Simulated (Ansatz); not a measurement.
**MgSnSb2: the cell at several levels of theory**

The task here is to estimate one member of a computed series from the others.

Program: Ansatz 0.2.0. PAW datasets, plane waves, zero pressure. The cell comes from a prototype generator: it can be a known phase or a hypothetical one. Spin polarisation is off.

## The structure to begin with

It is tetragonal, P-4m2 (No. 115); a = 4.495 Å, c = 6.357 Å in the conventional setting, 32.11 Å³ an atom. Mg has 4 Sb at 2.75 Å; Sb has 2 Mg at 2.75 Å and 2 Sn at 2.75 Å; Sn has 4 Sb at 2.75 Å.

Structure file:

```cif
data_structure
_symmetry_space_group_name_H-M 'P-4m2'
_symmetry_Int_Tables_number 115
_cell_length_a 4.4951
_cell_length_b 4.4951
_cell_length_c 6.3570
_cell_angle_alpha 90.000
_cell_angle_beta 90.000
_cell_angle_gamma 90.000
_cell_volume 128.45
loop_
_atom_site_label
_atom_site_type_symbol
_atom_site_symmetry_multiplicity
_atom_site_Wyckoff_symbol
_atom_site_fract_x
_atom_site_fract_y
_atom_site_fract_z
_atom_site_occupancy
Mg1 Mg 1 a 0.00000 0.00000 0.00000 1
Sb1 Sb 2 g 0.00000 0.50000 0.25000 1
Sn1 Sn 1 c 0.50000 0.50000 0.50000 1
```

The first run:

Contents of input.yaml:

```yaml
crystal:
  lattice:
    - [4.495058627, 0.0, 0.0]
    - [0.0, 4.495058627, 0.0]
    - [0.0, 0.0, 6.3569728739]
  atoms:
    - { symbol: Mg, position: [0.0, 0.0, 0.0] }
    - { symbol: Sb, position: [0.0, 0.5, 0.25] }
    - { symbol: Sn, position: [0.5, 0.5, 0.5] }
    - { symbol: Sb, position: [0.5, 0.0, 0.75] }
kpoints:
  mp_grid: { grid: [6, 6, 4] }
hamiltonian:
  xc: pbe
scf:
  occupations: { method: fermi_dirac, width: 0.02 }
relax:
  f_tol: 0.005
  cell: {}
output:
  write_density: true
  write_potential: true
  elf: true
  volumetric_format: npy
```

On the command line:

```console
$ ansatz run input.yaml --threads 2 --pin off --max-ram 2211MiB --backend cpu --events-out ev --progress --plain --runs-dir out
```

Steps of the session up to this table: Relaxation with PBE; Relaxing with r2SCAN; PBEsol: cell and atoms; Relaxation with LDA; HSE06: cell and atoms.

One table of the session follows, with a row left open; its other results are not shown here.

| level | a (Å) | c (Å) | volume (Å³/atom) |
| --- | --- | --- | --- |
| PBE | 4.660 | 6.585 | 35.756 |
| r2SCAN | 4.600 | 6.555 | 34.684 |
| PBEsol | ? | ? | ? |
| LDA | 4.544 | 6.446 | 33.277 |
| HSE06 | 4.613 | 6.500 | 34.584 |

**Question.** Estimate the row for PBEsol.

As computed: a (Å): 4.588; c (Å): 6.516; volume (Å³/atom): 34.290. In the column «a (Å)» it lies between LDA (4.544) and r2SCAN (4.600).

In words: From the start to the first minimum the volume moved by +11.3 %. LDA gives the smallest cell and PBE the largest; they differ by 7.4 % in volume, a mean of 2.4 % in length. The meshes differ: PBE 6×6×4, r2SCAN 6×6×4, PBEsol 6×6×4, LDA 6×6×4, HSE06 4×4×2.
